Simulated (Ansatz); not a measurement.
# C2H6AsNO: a ladder of functionals and wavefunction methods

The task here is to estimate one member of a computed series from the others.

The runs use Ansatz 0.2.0, Gaussian basis; functionals in def2-TZVPP, the program's frozen cores in correlated methods.

Levels to be run: LDA (SPW92), PBE-D4, revPBE-D4, BLYP-D4, r2SCAN-D4, B97M-V, PBE0-D4, B3LYP-D4, r2SCANh-D4, r2SCAN0-D4, HSE06-D4, BHLYP-D4, CAM-B3LYP-D4, LC-ωPBE, ωB97X-V, ωB97M-V, B2PLYP, PBE-QIDH; CCSD(T)/def2-SVP; CCSD(T)/def2-TZVPP; MP2/def2-QZVPP; extrapolation to the limit; RPA on PBE.

### The relaxed structure

The geometry comes from an earlier relaxation with PBE0-D4 in a triple-zeta def2 set; it is a stationary point, not always the lowest conformer.

SMILES `NC([AsH2])C=O`, 11 atoms, charge 0, spin multiplicity 1.

Atoms are counted from 1 here; the program's logs count them from 0.

Bond lengths: N1–C2 1.435 Å, N1–H6 1.014 Å, N1–H7 1.016 Å, C2–As3 2.011 Å, C2–C4 1.499 Å, C2–H8 1.098 Å, As3–H9 1.524 Å, As3–H10 1.519 Å, C4–O5 1.202 Å, C4–H11 1.113 Å. Angles: C2–N1–H6 109.8°, C2–N1–H7 109.7°, H6–N1–H7 105.8°, N1–C2–As3 113.0°, N1–C2–C4 116.7°, N1–C2–H8 110.5°, As3–C2–C4 105.8°, As3–C2–H8 102.0°, C4–C2–H8 107.5°, C2–As3–H9 93.2°, C2–As3–H10 92.1°, H9–As3–H10 92.6°, C2–C4–O5 123.9°, C2–C4–H11 115.1°, O5–C4–H11 121.0°.

The first run:

Input file in.yaml:

```yaml
crystal:
  periodic: [false, false, false]
  atoms:
    - {symbol: N, position_ang: [-0.012987, 1.328709, 0.338951]}
    - {symbol: C, position_ang: [0.242870, 0.130414, -0.408097]}
    - {symbol: As, position_ang: [1.282384, -1.239308, 0.635167]}
    - {symbol: C, position_ang: [-0.951843, -0.591995, -0.954477]}
    - {symbol: O, position_ang: [-2.086993, -0.324089, -0.665501]}
    - {symbol: H, position_ang: [-0.576268, 1.111225, 1.153126]}
    - {symbol: H, position_ang: [-0.569506, 1.968397, -0.220323]}
    - {symbol: H, position_ang: [0.917326, 0.337476, -1.249862]}
    - {symbol: H, position_ang: [0.337544, -1.173254, 1.829613]}
    - {symbol: H, position_ang: [2.202332, -0.180040, 1.217065]}
    - {symbol: H, position_ang: [-0.719457, -1.424435, -1.655062]}
basis:
  gaussian: {orbitals: def2-TZVPP}
hamiltonian: {xc: lda}
output: {orbitals: {seedname: orbitals}}
```

Steps of the session up to this table: LDA; PBE-D4 (GGA); revPBE-D4 (GGA); BLYP-D4 (GGA); r2SCAN-D4 (meta-GGA); B97M-V (meta-GGA); PBE0-D4 (hybrid); B3LYP-D4 (hybrid); r2SCANh-D4 (hybrid); r2SCAN0-D4 (hybrid); HSE06-D4 (hybrid); BHLYP-D4 (hybrid); CAM-B3LYP-D4 (range-separated); LC-ωPBE (range-separated); ωB97X-V (range-separated); ωB97M-V (range-separated); B2PLYP (double hybrid); PBE-QIDH (double hybrid).

One of the session's tables, all rows but one given; the rest of the session is left out.

It belongs to the step «Frontier levels by functional». 

| functional | HOMO (eV) | gap (eV) |
| --- | --- | --- |
| LDA (SPW92) | -5.79 | 3.39 |
| PBE-D4 | -5.64 | 3.52 |
| revPBE-D4 | -5.58 | 3.56 |
| BLYP-D4 | -5.55 | 3.55 |
| r2SCAN-D4 | -5.93 | 4.02 |
| B97M-V | -6.08 | 4.28 |
| PBE0-D4 | -7.06 | 6.04 |
| B3LYP-D4 | -6.85 | 5.56 |
| r2SCANh-D4 | -6.46 | 4.96 |
| r2SCAN0-D4 | -7.26 | 6.36 |
| HSE06-D4 | -6.66 | 5.25 |
| BHLYP-D4 | -8.36 | 8.52 |
| CAM-B3LYP-D4 | ? | ? |
| LC-ωPBE | -9.77 | 11.14 |
| ωB97X-V | -9.44 | 10.73 |
| ωB97M-V | -9.35 | 10.53 |

Q: Estimate the row for CAM-B3LYP-D4 from the others.

**Answer.** HOMO (eV): -8.46; gap (eV): 8.60. In the column «HOMO (eV)» it lies between ωB97M-V (-9.35) and BHLYP-D4 (-8.36).
